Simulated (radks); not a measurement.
# Cd³⁺ in [Kr] 4d7 5d2: an all-electron calculation

One table from this session's results is given with a row withheld; the runs are named, their logs left out.

Method: Dirac Kohn-Sham, LDA (Slater exchange, Perdew-Wang correlation), spin-unpolarised, spherical densities, finite nucleus; open shells fill j = l - 1/2 first. Code: radks (a radial shooting solver on a logarithmic mesh, Libxc functionals) version 1.

### Starting point

| Quantity | Value |
| --- | --- |
| element | cadmium (Z = 48) |
| charge | +3 |
| electrons | 45 |
| configuration | [Kr] 4d7 5d2 |
| nuclear rms radius | 4.6087 fm |

Set-up of the first run:

The run's settings:

```text
Z 48
configuration [Kr] 4d7 5d2
relativity Dirac
functional lda,pw
spin unpolarised
j_filling energy
nucleus finite rms 4.6087 fm
c 137.035999084
```

Started as:

```bash
$ python run_ks.py task.json out
```

This one command runs every case of the session in turn.

Steps of the session up to this table: Self-consistent calculation.

One table of the session follows, with a row left open; its other results are not shown here.

It belongs to the step «Orbitals and density». Radial moments (bohr):

| level | <r> | outermost maximum (interpolated) | 90 % within | nodes |
| --- | --- | --- | --- | --- |
| 1s1/2 | 0.03043 | 0.0197 | 0.0546 | 0 |
| 2s1/2 | 0.1314 | 0.111 | 0.204 | 1 |
| 2p1/2 | 0.1113 | 0.0860 | 0.182 | 0 |
| 2p3/2 | 0.1164 | 0.0903 | 0.189 | 0 |
| 3s1/2 | 0.3586 | 0.324 | 0.528 | 2 |
| 3p1/2 | 0.3497 | 0.311 | 0.527 | 1 |
| 3p3/2 | 0.3608 | 0.321 | 0.543 | 1 |
| 3d3/2 | 0.3326 | 0.264 | 0.526 | 0 |
| 3d5/2 | 0.3362 | 0.267 | 0.531 | 0 |
| 4s1/2 | ? | ? | ? | ? |
| 4p1/2 | 0.9165 | 0.821 | 1.34 | 2 |
| 4p3/2 | 0.9442 | 0.845 | 1.39 | 2 |
| 4d3/2 | 1.120 | 0.940 | 1.71 | 1 |
| 4d5/2 | 1.131 | 0.949 | 1.73 | 1 |
| 5d3/2 | 3.221 | 2.93 | 4.65 | 2 |
| 5d5/2 | 3.240 | 2.95 | 4.67 | 2 |

Q: Estimate the row for 4s1/2 from the others.

The run gave: <r>: 0.8664; outermost maximum (interpolated): 0.791; 90 % within: 1.25; nodes: 3. In the column «<r>» it lies between 3p3/2 (0.3608) and 4p1/2 (0.9165).
